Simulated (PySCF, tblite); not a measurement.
# C₄H₁₀OSeSi: geometry, infrared bands and NMR shifts

Aim: predict the infrared bands and NMR shifts of C₄H₁₀OSeSi (`CC/C=C/O[SiH2][SeH]`).

Programs: tblite 0.8.0 and PySCF 2.14.0, with density-fitted response routines of our own. Each step states its level of theory. These are calculated values for one molecule in the gas phase, unless marked as measured. Atoms count from 0, in the outputs and in this text.

## 1. The molecule as given

17 atoms, charge 0, multiplicity 1; geometry from: force field or distance geometry start.

Bonds of the start (Å): C0–C1 1.54, C1–C2 1.46, C2–C3 1.34, C3–O4 1.41, O4–Si5 1.72, Si5–Se6 2.27, C0–H7 1.11, C0–H8 1.13, C0–H9 1.10, C1–H10 1.12, C1–H11 1.10, C2–H12 1.10, C3–H13 1.10, Si5–H14 1.46, Si5–H15 1.47, Se6–H16 1.55.

## 2. Geometry optimisation with GFN2-xTB

What the job is given:

```
{"job": {"kind": "relax", "xc": "GFN2-xTB", "basis": "xTB"}, "charge": 0, "multiplicity": 1}
C      2.693200     0.149500     0.559200
C      1.837100    -0.411200    -0.596500
C      0.419600    -0.068100    -0.466600
C     -0.069300     0.680900     0.533900
O     -1.449800     0.951000     0.569600
Si    -2.538100    -0.382800     0.573100
Se    -4.646400     0.185600     1.207200
H      3.741300    -0.136600     0.321000
H      2.415200    -0.482300     1.454400
H      2.538100     1.223400     0.716800
H      1.904500    -1.522800    -0.483500
H      2.247200    -0.154600    -1.579100
H     -0.267400    -0.435200    -1.247600
H      0.590800     1.048000     1.327300
H     -2.002500    -1.371400     1.497700
H     -2.617900    -0.979700    -0.771700
H     -4.802500     1.718200     1.024300
```

On the command line:

```
$ OMP_NUM_THREADS=1 python probes_run.py task.json out
```

The driver reads the jobs from task.json and runs them one after another.

**Question.** This job is followed by: GFN2-xTB harmonic vibrations, gas phase; GIAO PBE0/pcSseg-1 NMR shielding, non-relativistic, gas phase. What will the session give for the following? strongest single infrared mode (GFN2-xTB); zero-point energy (GFN2-xTB); 13C shifts against TMS (PBE0/pcSseg-1); 1H shifts against TMS (PBE0/pcSseg-1, means over atoms taken as alike); 17O shifts against H2O (PBE0/pcSseg-1); 29Si shifts against TMS (PBE0/pcSseg-1); 77Se shifts against Me2Se (PBE0/pcSseg-1).

As calculated:

| quantity | value |
| --- | --- |
| strongest single infrared mode (GFN2-xTB) | 1193 cm⁻¹, 473 km/mol |
| zero-point energy (GFN2-xTB) | 79.0 kcal/mol |
| 13C shifts against TMS (PBE0/pcSseg-1) | 147.8, 115.4, 24.7, 11.8 ppm |
| 1H shifts against TMS (PBE0/pcSseg-1, means over atoms taken as alike) | 6.25, 5.87, 5.09, 2.23, 1.10, 0.27 ppm |
| 17O shifts against H2O (PBE0/pcSseg-1) | 97.0 ppm |
| 29Si shifts against TMS (PBE0/pcSseg-1) | -12.5 ppm |
| 77Se shifts against Me2Se (PBE0/pcSseg-1) | -500 ppm |

What this shows: Over 138 steps the energy fell by 0.807 eV; of the close pairs, Se6–H16 changed most, 1.551 to 1.431 Å. No mode is imaginary among the 45: a minimum at this level. The strongest single mode, at 1193 cm⁻¹, moves mainly O4 and C3. GFN2-xTB is a fitted tight-binding method: band positions and strengths are rough. Its intensities can rank the bands wrongly. The most deshielded carbon is C3 (alkene carbon bearing oxygen), at 147.8 ppm: an sp2 carbon further deshielded by the attached heteroatom. The most deshielded hydrogen is H13 (hydrogen on an alkene carbon bearing oxygen), at 6.25 ppm: olefinic region. At PBE0/pcSseg-1: Shielding is most anisotropic at Se6 (span 876 ppm, paramagnetic term -743 ppm). Spin-orbit coupling is left out, which matters for shieldings and couplings at and beside the heavy atoms.
